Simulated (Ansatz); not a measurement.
# CH8BGeN: how energies converge with the basis set

An exercise on one series of results from a longer session: the logs are not shown, and one member is left open.

Method: one geometry, several basis sets; program: Ansatz 0.2.0, Gaussian basis.

Plan: PBE0-D4/def2-SVP; ωB97M-V/def2-SVP; PBE0-D4/def2-QZVPP; ωB97M-V/def2-QZVPP; the functionals' def2-TZVPP values are taken from earlier runs.

**The relaxed structure**

All runs share one geometry, relaxed beforehand with PBE0-D4 in a triple-zeta def2 set.

12 atoms, charge 0, spin multiplicity 1.

Atoms are counted from 1 here; the program's logs count them from 0.

Bond lengths: B1–N2 1.389 Å, B1–H5 1.199 Å, B1–H6 1.201 Å, N2–C3 1.453 Å, N2–Ge4 1.861 Å, C3–H7 1.091 Å, C3–H8 1.095 Å, C3–H9 1.095 Å, Ge4–H10 1.540 Å, Ge4–H11 1.529 Å, Ge4–H12 1.540 Å. Angles: N2–B1–H5 119.5°, N2–B1–H6 119.2°, H5–B1–H6 121.3°, B1–N2–C3 122.7°, B1–N2–Ge4 122.0°, C3–N2–Ge4 115.4°, N2–C3–H7 109.7°, N2–C3–H8 111.4°, N2–C3–H9 111.4°, H7–C3–H8 108.3°, H7–C3–H9 108.3°, H8–C3–H9 107.6°, N2–Ge4–H10 108.0°, N2–Ge4–H11 108.3°, N2–Ge4–H12 108.0°, H10–Ge4–H11 111.8°, H10–Ge4–H12 108.9°, H11–Ge4–H12 111.8°.

Coordinates:

| atom | x (Å) | y (Å) | z (Å) |
| --- | --- | --- | --- |
| B1 | 0.7602 | 1.0575 | 1.0305 |
| N2 | 0.0399 | 0.1717 | 0.2388 |
| C3 | -1.3099 | -0.2547 | 0.5669 |
| Ge4 | 0.7463 | -0.5510 | -1.3239 |
| H5 | 1.8706 | 1.3709 | 0.7055 |
| H6 | 0.2552 | 1.4935 | 2.0290 |
| H7 | -1.6308 | 0.2206 | 1.4948 |
| H8 | -1.3642 | -1.3407 | 0.6995 |
| H9 | -2.0179 | 0.0190 | -0.2230 |
| H10 | 0.7448 | -2.0842 | -1.1833 |
| H11 | 2.1603 | -0.0002 | -1.5096 |
| H12 | -0.1773 | -0.1574 | -2.4914 |

The first run:

in.yaml reads:

```yaml
crystal:
  periodic: [false, false, false]
  atoms:
    - {symbol: B, position_ang: [0.760181, 1.057548, 1.030519]}
    - {symbol: N, position_ang: [0.039857, 0.171664, 0.238788]}
    - {symbol: C, position_ang: [-1.309935, -0.254698, 0.566860]}
    - {symbol: Ge, position_ang: [0.746271, -0.550954, -1.323937]}
    - {symbol: H, position_ang: [1.870598, 1.370869, 0.705522]}
    - {symbol: H, position_ang: [0.255230, 1.493496, 2.028957]}
    - {symbol: H, position_ang: [-1.630769, 0.220621, 1.494782]}
    - {symbol: H, position_ang: [-1.364152, -1.340716, 0.699525]}
    - {symbol: H, position_ang: [-2.017927, 0.018982, -0.222974]}
    - {symbol: H, position_ang: [0.744768, -2.084234, -1.183285]}
    - {symbol: H, position_ang: [2.160283, -0.000245, -1.509584]}
    - {symbol: H, position_ang: [-0.177305, -0.157431, -2.491372]}
basis:
  gaussian: {orbitals: def2-SVP}
hamiltonian: {xc: pbe0, dispersion: d4}
output: {orbitals: {seedname: orbitals}}
```

On the command line:

```
$ ansatz run in.yaml --threads 2 --pin off --events-out ev --progress --plain --max-ram 31744MiB --backend cpu
```

Among the steps run: PBE0-D4 in def2-SVP; ωB97M-V in def2-SVP; PBE0-D4 in def2-QZVPP; ωB97M-V in def2-QZVPP.

One of the session's tables, all rows but one given; the rest of the session is left out.

It belongs to the step «Functionals by basis». 

| functional | basis | HOMO (eV) | LUMO (eV) |
| --- | --- | --- | --- |
| PBE0-D4 | def2-SVP | -7.77 | 0.36 |
| PBE0-D4 | def2-TZVPP | -7.81 | 0.07 |
| PBE0-D4 | def2-QZVPP | -7.81 | -0.02 |
| ωB97M-V | def2-SVP | -10.03 | 2.41 |
| ωB97M-V | def2-TZVPP | ? | ? |
| ωB97M-V | def2-QZVPP | -10.10 | 1.50 |

**Question.** Estimate the row for ωB97M-V, def2-TZVPP.

**Answer.** HOMO (eV): -10.09; LUMO (eV): 1.84. In the column «HOMO (eV)» it lies between ωB97M-V, def2-QZVPP (-10.10) and ωB97M-V, def2-SVP (-10.03).
